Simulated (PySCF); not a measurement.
# How the numerical set-up moves the result for BeCl⁻

Aim: see how much the energy and properties of BeCl⁻ depend on the numerical set-up.

Computed with PySCF 2.14.0. Level: each script names its method and basis.

3 further runs of the same task are left out: 3 that didn't finish.

### Step 1. Starting geometry

BeCl⁻: 2 atoms, charge -1, spin multiplicity 1.

Bond lengths: Be1–Cl2 1.794 Å.

### Step 2. The run that the others are compared with

Input file input.py:

```python
from pyscf import gto, scf
from pyscf.hessian import thermo

mol = gto.M(
    atom='Be 0 0 0; Cl 0 0 1.794',
    basis='pcseg-2',
    charge=-1,
    spin=0,
    symmetry=True,
    verbose=4,
)
mf = scf.RHF(mol)
mf.kernel()
hess = mf.Hessian().kernel()
print('wavenumber (cm^-1) =', thermo.harmonic_analysis(mol, hess)['freq_wavenumber'].round(1))
mf.dip_moment()
print('orbital energies (hartree):', mf.mo_energy[..., max(0, mol.nelec[1]-3):mol.nelec[0]+3].round(4))
```

Launch:

```sh
$ OMP_NUM_THREADS=1 python input.py
```

The log of this run is left out.

In short: E(SCF) = -474.178283 Eh, 9 cycles, wavenumbers 855 cm⁻¹.

The bond length is a typed value, not an optimised one, so the wavenumber is not that of the minimum. The dipole of an ion depends on the origin.

### Step 3. 6-31+g*

Run 1 changes basis set: pcseg-2 → 6-31+g*.

Input file input.py:

```python
from pyscf import gto, scf
from pyscf.hessian import thermo

mol = gto.M(
    atom='Be 0 0 0; Cl 0 0 1.794',
    basis='6-31+g*',
    charge=-1,
    spin=0,
    symmetry=True,
    verbose=4,
)
mf = scf.RHF(mol)
mf.kernel()
hess = mf.Hessian().kernel()
print('wavenumber (cm^-1) =', thermo.harmonic_analysis(mol, hess)['freq_wavenumber'].round(1))
mf.dip_moment()
print('orbital energies (hartree):', mf.mo_energy[..., max(0, mol.nelec[1]-3):mol.nelec[0]+3].round(4))
```

Launch:

```sh
$ OMP_NUM_THREADS=1 python input.py
```

### Step 4. 3-21g

Run 2 changes basis set: pcseg-2 → 3-21g.

input.py, as its differences from that of step 2:

```diff
@@ -5,3 +5,3 @@
     atom='Be 0 0 0; Cl 0 0 1.794',
-    basis='pcseg-2',
+    basis='3-21g',
     charge=-1,
```

### Step 5. 6-311g**

Run 3 changes basis set: pcseg-2 → 6-311g**.

input.py, as its differences from that of step 2:

```diff
@@ -5,3 +5,3 @@
     atom='Be 0 0 0; Cl 0 0 1.794',
-    basis='pcseg-2',
+    basis='6-311g**',
     charge=-1,
```

### Step 6. 6-311++g**

Run 4 changes basis set: pcseg-2 → 6-311++g**.

input.py, as its differences from that of step 2:

```diff
@@ -5,3 +5,3 @@
     atom='Be 0 0 0; Cl 0 0 1.794',
-    basis='pcseg-2',
+    basis='6-311++g**',
     charge=-1,
```

### Step 7. Def2-svpd

Run 5 changes basis set: pcseg-2 → def2-svpd.

input.py, as its differences from that of step 2:

```diff
@@ -5,3 +5,3 @@
     atom='Be 0 0 0; Cl 0 0 1.794',
-    basis='pcseg-2',
+    basis='def2-svpd',
     charge=-1,
```

Q: Predict the outcome of this session. Wanted: for each run, E(SCF); from base; gap; after the SCF.

**Answer**, as computed:

```csv
run,E(SCF) (hartree),from base (eV),cycles,gap (eV),functions,after the SCF
base,-474.178283,0,9,7.79,49,highest mode 855 cm⁻¹
6-31+g*,-474.151017,+0.7419,9,5.33,40,highest mode 861 cm⁻¹
3-21g,-471.864491,+62.9615,8,8.65,22,highest mode 901 cm⁻¹
6-311g**,-474.170713,+0.2060,9,7.81,44,highest mode 850 cm⁻¹
6-311++g**,-474.180561,-0.0620,10,5.32,52,highest mode 847 cm⁻¹
def2-svpd,-474.004919,+4.7175,9,5.98,39,highest mode 878 cm⁻¹
```

In words: Of the runs whose energies can be compared, “3-21g” moves the SCF energy most (+62.961 eV). 6-31+g* (40 functions) gives an energy 0.74 eV higher than pcseg-2 (49). 3-21g (22 functions) gives an energy 62.96 eV higher than pcseg-2 (49). 6-311g** (44 functions) gives an energy 0.21 eV higher than pcseg-2 (49). 6-311++g** (52 functions) gives an energy 0.06 eV lower than pcseg-2 (49). def2-svpd (39 functions) gives an energy 4.72 eV higher than pcseg-2 (49).
